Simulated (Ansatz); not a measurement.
# AlFH3NTe: the cost of one run

The runs use Ansatz 0.2.0, Gaussian basis; the settings change from run to run.

## 1. The molecule

An earlier PBE0-D4 in a triple-zeta def2 set relaxation fixed the geometry. Te takes a core potential in def2 sets; no spin-orbit term is included.

SMILES `[NH2][Al]([F])[TeH]`, 7 atoms, charge 0, spin multiplicity 1.

Atoms are counted from 1 here; the program's logs count them from 0.

Bond lengths: N1–Al2 1.754 Å, N1–H5 1.007 Å, N1–H6 1.006 Å, Al2–F3 1.648 Å, Al2–Te4 2.519 Å, Te4–H7 1.657 Å. Angles: Al2–N1–H5 124.1°, Al2–N1–H6 125.3°, H5–N1–H6 110.6°, N1–Al2–F3 118.6°, N1–Al2–Te4 122.3°, F3–Al2–Te4 119.1°, Al2–Te4–H7 88.7°.

## 2. B3LYP/def2-TZVPD

Set apart from the defaults: D4 dispersion.

Contents of in.yaml:

```yaml
crystal:
  periodic: [false, false, false]
  atoms:
    - {symbol: N, position_ang: [-0.734070, 0.872081, 1.039555]}
    - {symbol: Al, position_ang: [0.355096, -0.038340, 0.008942]}
    - {symbol: F, position_ang: [1.973653, 0.033174, 0.313266]}
    - {symbol: Te, position_ang: [-0.469086, -1.446704, -1.910082]}
    - {symbol: H, position_ang: [-0.434458, 1.438300, 1.816689]}
    - {symbol: H, position_ang: [-1.734790, 0.906511, 0.940514]}
    - {symbol: H, position_ang: [1.104954, -1.832923, -2.254484]}
basis:
  gaussian: {orbitals: def2-TZVPD}
hamiltonian: {xc: {name: B3LYP}, dispersion: d4}
output: {forces: true}
```

Started as:

```sh
ansatz run in.yaml --threads 2 --pin off --events-out ev --progress --plain --max-ram 4352MiB
```

**Question.** How long does this run take on 2 threads of Arm Neoverse V1, shared host, and how much memory does it need?

About 7.5 s, with a peak of 0.54 GiB.
